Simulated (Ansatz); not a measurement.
# CH10BNSiSn: the cost of one run

Method: RKS PBE/def2-SVP, in Ansatz 0.2.0.

**1. Starting point**

Bond lengths: N1–B2 1.465 Å, B2–C3 1.580 Å, C3–Si4 1.954 Å, C3–Sn5 2.136 Å, N1–H6 1.069 Å, N1–H7 1.083 Å, B2–H8 1.169 Å, C3–H9 1.167 Å, Si4–H10 1.405 Å, Si4–H11 1.475 Å, Si4–H12 1.476 Å, Sn5–H13 1.730 Å, Sn5–H14 1.719 Å, Sn5–H15 1.752 Å. Angles (14 of 24 angles, heavy atoms first): N1–B2–C3 120.8°, B2–C3–Si4 111.5°, B2–C3–Sn5 111.8°, Si4–C3–Sn5 107.9°, N1–B2–H8 119.9°, C3–B2–H8 119.1°, B2–N1–H6 110.7°, B2–N1–H7 107.6°, B2–C3–H9 109.2°, Si4–C3–H9 105.3°, Sn5–C3–H9 110.9°, C3–Si4–H10 109.4°, C3–Si4–H11 104.8°, C3–Si4–H12 107.6°.

Coordinates:

```xyz
15

N    -2.1772   -0.2853    1.2652
B    -0.8917   -0.8282    0.8200
C     0.2782    0.1315    0.3659
Si    1.9474   -0.8486    0.0986
Sn   -0.1887    1.1456   -1.4554
H    -2.0328    0.4629    2.0146
H    -2.5874    0.2959    0.4485
H    -0.6920   -1.9782    0.8816
H     0.5025    0.8932    1.2211
H     2.9626    0.0495   -0.2699
H     1.6375   -1.8454   -0.9438
H     2.2624   -1.5455    1.3614
H     1.1227    2.1564   -1.9567
H    -0.5808   -0.0172   -2.6590
H    -1.5845    2.1627   -1.1629
```

**2. Relaxing end A**

input.yaml

```yaml
crystal:
  periodic: [false, false, false]
  atoms:
    - { symbol: "N", position_ang: [-2.1772, -0.2853, 1.2652] }
    - { symbol: B, position_ang: [-0.8917, -0.8282, 0.82] }
    - { symbol: C, position_ang: [0.2782, 0.1315, 0.3659] }
    - { symbol: Si, position_ang: [1.9474, -0.8486, 0.0986] }
    - { symbol: Sn, position_ang: [-0.1887, 1.1456, -1.4554] }
    - { symbol: H, position_ang: [-2.0328, 0.4629, 2.0146] }
    - { symbol: H, position_ang: [-2.5874, 0.2959, 0.4485] }
    - { symbol: H, position_ang: [-0.692, -1.9782, 0.8816] }
    - { symbol: H, position_ang: [0.5025, 0.8932, 1.2211] }
    - { symbol: H, position_ang: [2.9626, 0.0495, -0.2699] }
    - { symbol: H, position_ang: [1.6375, -1.8454, -0.9438] }
    - { symbol: H, position_ang: [2.2624, -1.5455, 1.3614] }
    - { symbol: H, position_ang: [1.1227, 2.1564, -1.9567] }
    - { symbol: H, position_ang: [-0.5808, -0.0172, -2.659] }
    - { symbol: H, position_ang: [-1.5845, 2.1627, -1.1629] }
basis:
  gaussian: { orbitals: def2-SVP }
hamiltonian:
  xc: pbe
relax:
  f_tol: 0.015
  max_steps: 40
output:
  orbitals: {}
```

Run with:

```bash
$ ansatz run input.yaml --threads 2 --pin off --max-ram 3072MiB --backend cpu --events-out ev --progress --plain --runs-dir out
```

What time and memory should one allow on 2 threads of Arm Neoverse V2, shared host?

About 61 s, with a peak of 0.19 GiB.
